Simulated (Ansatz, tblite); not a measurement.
# C₅₈H₄₂Si₂: rung by rung

How do method and basis change the picture of C₅₈H₄₂Si₂ (singlet)?

Method: as each input shows; program: Ansatz 0.2.0, Gaussian basis.

Plan: GFN1-xTB, GFN2-xTB, PBE-D4/def2-TZVP, r2SCAN-D4/def2-TZVP, PBE-D4/def2-SVP, PBE0-D4/def2-SVP.

1 further run of the same task is left out (set aside as unsound or not needed).

**1. The geometry**

The geometry is that of the singlet, from an earlier relaxation (PBE-D4/def2-SVP).

SMILES `C[Si](C)(C)C#CC#Cc1ccc(C#Cc2ccc(C#Cc3ccc(C#Cc4ccc(C#Cc5ccc(C#Cc6ccc(C#C[Si](C)(C)C)cc6)cc5)cc4)cc3)cc2)cc1`, 102 atoms, charge 0, spin multiplicity 1.

Bond lengths: C1–Si2 1.890 Å, C1–H61 1.109 Å, C1–H62 1.110 Å, C1–H63 1.109 Å, Si2–C3 1.890 Å, Si2–C4 1.890 Å, Si2–C5 1.850 Å, C3–H64 1.109 Å, C3–H65 1.110 Å, C3–H66 1.109 Å, C4–H67 1.109 Å, C4–H68 1.109 Å, C4–H69 1.110 Å, C5–C6 1.244 Å, C6–C7 1.360 Å, C7–C8 1.240 Å, C8–C9 1.417 Å, C9–C10 1.423 Å and more. Angles: Si2–C1–H61 111.0°, Si2–C1–H62 110.4°, Si2–C1–H63 111.0°, H61–C1–H62 108.1°, H61–C1–H63 108.0°, H62–C1–H63 108.1°, C1–Si2–C3 110.6°, C1–Si2–C4 110.6°, C1–Si2–C5 108.2°, C3–Si2–C4 110.7°, C3–Si2–C5 108.3°, C4–Si2–C5 108.3°, Si2–C3–H64 111.0°, Si2–C3–H65 110.4°, Si2–C3–H66 111.0°, H64–C3–H65 108.1°, H64–C3–H66 108.0°, H65–C3–H66 108.1° and more.

PBE0-D4/def2-TZVP was run before; its log isn't repeated, and its numbers join the tables.

**2. GFN1-xTB**

Tight binding, by tblite at 300 K electronic temperature and without a spin-polarisation term:

```python
tblite.interface.Calculator('GFN1-xTB', numbers, positions, charge=0, uhf=0).singlepoint()
```

Energy -4040.3045 eV, HOMO -10.75 eV, LUMO -8.87 eV; 0.8 s.

**3. GFN2-xTB**

Tight binding, by tblite at 300 K electronic temperature and without a spin-polarisation term:

```python
tblite.interface.Calculator('GFN2-xTB', numbers, positions, charge=0, uhf=0).singlepoint()
```

Energy -4041.5121 eV, HOMO -9.74 eV, LUMO -7.84 eV; 0.77 s.

**4. PBE-D4/def2-TZVP**

start.molden holds the orbitals of an earlier run on this state, given as this run's starting guess.

Input file in.yaml:

```yaml
crystal:
  periodic: [false, false, false]
  atoms:
    - {symbol: C, position_ang: [-25.146099, 0.637413, 3.793672]}
    - {symbol: Si, position_ang: [-24.867940, 0.665506, 1.924122]}
    - {symbol: C, position_ang: [-25.496450, 2.285896, 1.181447]}
    - {symbol: C, position_ang: [-25.707637, -0.815632, 1.103506]}
    - {symbol: C, position_ang: [-23.049148, 0.550147, 1.608775]}
    - {symbol: C, position_ang: [-21.824741, 0.474153, 1.404016]}
    - {symbol: C, position_ang: [-20.485210, 0.392178, 1.183477]}
    - {symbol: C, position_ang: [-19.262975, 0.318409, 0.986921]}
    - {symbol: C, position_ang: [-17.865148, 0.237475, 0.770806]}
    - {symbol: C, position_ang: [-17.086577, 1.416065, 0.599912]}
    - {symbol: C, position_ang: [-15.711523, 1.337085, 0.397524]}
    - {symbol: C, position_ang: [-15.051676, 0.077667, 0.358100]}
    - {symbol: C, position_ang: [-13.648260, 0.000111, 0.165792]}
    - {symbol: C, position_ang: [-12.425520, -0.063346, 0.009921]}
    - {symbol: C, position_ang: [-11.017934, -0.130552, -0.153996]}
    - {symbol: C, position_ang: [-10.333437, -1.375000, -0.081912]}
    - {symbol: C, position_ang: [-8.949765, -1.437008, -0.223287]}
    - {symbol: C, position_ang: [-8.186775, -0.257830, -0.446371]}
    - {symbol: C, position_ang: [-6.774883, -0.316483, -0.572220]}
    - {symbol: C, position_ang: [-5.544888, -0.359207, -0.665745]}
    - {symbol: C, position_ang: [-4.129433, -0.398950, -0.754949]}
    - {symbol: C, position_ang: [-3.414521, -1.599042, -0.490314]}
    - {symbol: C, position_ang: [-2.024045, -1.630016, -0.554358]}
    - {symbol: C, position_ang: [-1.284043, -0.463383, -0.890111]}
    - {symbol: C, position_ang: [0.133824, -0.487440, -0.936030]}
    - {symbol: C, position_ang: [1.367813, -0.497944, -0.960216]}
    - {symbol: C, position_ang: [2.786569, -0.498219, -0.970930]}
    - {symbol: C, position_ang: [3.510500, 0.634051, -1.435242]}
    - {symbol: C, position_ang: [4.902516, 0.642848, -1.428437]}
    - {symbol: C, position_ang: [5.636169, -0.478504, -0.952850]}
    - {symbol: C, position_ang: [7.054540, -0.459136, -0.926118]}
    - {symbol: C, position_ang: [8.288006, -0.431760, -0.890882]}
    - {symbol: C, position_ang: [9.705245, -0.389959, -0.838382]}
    - {symbol: C, position_ang: [10.443482, -1.433000, -0.214703]}
    - {symbol: C, position_ang: [11.833329, -1.382351, -0.148758]}
    - {symbol: C, position_ang: [12.549784, -0.287832, -0.706010]}
    - {symbol: C, position_ang: [13.965481, -0.229273, -0.629076]}
    - {symbol: C, position_ang: [15.195956, -0.170757, -0.555497]}
    - {symbol: C, position_ang: [16.610705, -0.096671, -0.465106]}
    - {symbol: C, position_ang: [17.321413, 0.981357, -1.060936]}
    - {symbol: C, position_ang: [18.709225, 1.058336, -0.966206]}
    - {symbol: C, position_ang: [19.446822, 0.062003, -0.271738]}
    - {symbol: C, position_ang: [20.864501, 0.144935, -0.170648]}
    - {symbol: C, position_ang: [22.095582, 0.220381, -0.081027]}
    - {symbol: Si, position_ang: [23.935607, 0.337796, 0.056192]}
    - {symbol: C, position_ang: [24.705856, -0.962871, -1.079744]}
    - {symbol: C, position_ang: [24.422470, 0.014758, 1.854277]}
    - {symbol: C, position_ang: [24.463224, 2.074288, -0.472515]}
    - {symbol: C, position_ang: [18.737565, -1.016780, 0.321657]}
    - {symbol: C, position_ang: [17.349737, -1.095153, 0.226845]}
    - {symbol: C, position_ang: [11.811888, 0.751379, -1.336490]}
    - {symbol: C, position_ang: [10.422028, 0.702164, -1.400027]}
    - {symbol: C, position_ang: [4.912319, -1.613483, -0.495193]}
    - {symbol: C, position_ang: [3.520150, -1.623909, -0.505942]}
    - {symbol: C, position_ang: [-1.999760, 0.733647, -1.166780]}
    - {symbol: C, position_ang: [-3.389797, 0.765733, -1.098520]}
    - {symbol: C, position_ang: [-8.872613, 0.985342, -0.528985]}
    - {symbol: C, position_ang: [-10.255752, 1.047805, -0.384371]}
    - {symbol: C, position_ang: [-15.831231, -1.100364, 0.524037]}
    - {symbol: C, position_ang: [-17.206648, -1.022970, 0.725370]}
    - {symbol: H, position_ang: [-24.755762, -0.299466, 4.239773]}
    - {symbol: H, position_ang: [-26.229716, 0.704897, 4.024501]}
    - {symbol: H, position_ang: [-24.634794, 1.489879, 4.284577]}
    - {symbol: H, position_ang: [-24.988370, 3.157376, 1.641377]}
    - {symbol: H, position_ang: [-26.587909, 2.392370, 1.352857]}
    - {symbol: H, position_ang: [-25.313814, 2.319954, 0.088468]}
    - {symbol: H, position_ang: [-25.323921, -1.769831, 1.517534]}
    - {symbol: H, position_ang: [-25.527681, -0.819435, 0.009563]}
    - {symbol: H, position_ang: [-26.804013, -0.781591, 1.273230]}
    - {symbol: H, position_ang: [-17.585999, 2.395621, 0.632481]}
    - {symbol: H, position_ang: [-15.118687, 2.254813, 0.269419]}
    - {symbol: H, position_ang: [-10.912915, -2.293302, 0.092995]}
    - {symbol: H, position_ang: [-8.430519, -2.404561, -0.160526]}
    - {symbol: H, position_ang: [-3.976179, -2.506710, -0.226519]}
    - {symbol: H, position_ang: [-1.481432, -2.562317, -0.341558]}
    - {symbol: H, position_ang: [2.953744, 1.509334, -1.799776]}
    - {symbol: H, position_ang: [5.451707, 1.525119, -1.787540]}
    - {symbol: H, position_ang: [9.900084, -2.283440, 0.222207]}
    - {symbol: H, position_ang: [12.393372, -2.192749, 0.340177]}
    - {symbol: H, position_ang: [16.760024, 1.759418, -1.600042]}
    - {symbol: H, position_ang: [19.249391, 1.897371, -1.430148]}
    - {symbol: H, position_ang: [24.408292, -0.795770, -2.134648]}
    - {symbol: H, position_ang: [24.383175, -1.983624, -0.791118]}
    - {symbol: H, position_ang: [25.813612, -0.922117, -1.022751]}
    - {symbol: H, position_ang: [25.523934, 0.075760, 1.976774]}
    - {symbol: H, position_ang: [24.095164, -0.993524, 2.179363]}
    - {symbol: H, position_ang: [23.958383, 0.759830, 2.531644]}
    - {symbol: H, position_ang: [23.998909, 2.845002, 0.175445]}
    - {symbol: H, position_ang: [25.565463, 2.185150, -0.404447]}
    - {symbol: H, position_ang: [24.160692, 2.279752, -1.519295]}
    - {symbol: H, position_ang: [19.299687, -1.793779, 0.861483]}
    - {symbol: H, position_ang: [16.810511, -1.934340, 0.691618]}
    - {symbol: H, position_ang: [12.355430, 1.601901, -1.773025]}
    - {symbol: H, position_ang: [9.861813, 1.513615, -1.886973]}
    - {symbol: H, position_ang: [5.468961, -2.487551, -0.127596]}
    - {symbol: H, position_ang: [2.971040, -2.506120, -0.146545]}
    - {symbol: H, position_ang: [-1.438004, 1.641306, -1.430368]}
    - {symbol: H, position_ang: [-3.932268, 1.698895, -1.307877]}
    - {symbol: H, position_ang: [-8.293027, 1.903643, -0.703598]}
    - {symbol: H, position_ang: [-10.774715, 2.015695, -0.444154]}
    - {symbol: H, position_ang: [-15.331917, -2.080128, 0.493147]}
    - {symbol: H, position_ang: [-17.799592, -1.940433, 0.854098]}
basis:
  gaussian: {orbitals: def2-TZVP, fitting: {mean_field: def2-universal-jkfit}, initial_orbitals: start.molden}
hamiltonian: {xc: pbe, dispersion: d4}
scf: {omitted_lower_state_checks: [starts]}
output: {orbitals: {seedname: orbitals}}
```

Launch:

```console
> ansatz run in.yaml --threads 11 --pin off --events-out ev --progress --plain --max-ram 174080MiB --backend cuda --devices 0, --max-vram 75GiB
```

The runs that follow: r2SCAN-D4/def2-TZVP; PBE-D4/def2-SVP; PBE0-D4/def2-SVP.

Before running them: what should the planned runs give, taken together? Wanted: gap in def2-TZVP, named functionals, smallest and largest; binding an atom, functionals in def2-TZVP; PBE0 total energy, smallest basis above largest.

**Answer**, as computed:

| quantity | value |
| --- | --- |
| gap in def2-TZVP, named functionals, smallest and largest | 1.74 eV (PBE-D4), 3.03 eV (PBE0-D4) |
| binding an atom, functionals in def2-TZVP | 5.24 (r2SCAN-D4) to 5.42 eV (PBE-D4) |
| PBE0 total energy, smallest basis above largest | 68.75 eV (def2-SVP, def2-TZVP) |

What this shows: Orbital gaps of the named functionals in def2-TZVP span 1.74 eV (PBE-D4) to 3.03 eV (PBE0-D4); exact exchange widens it.
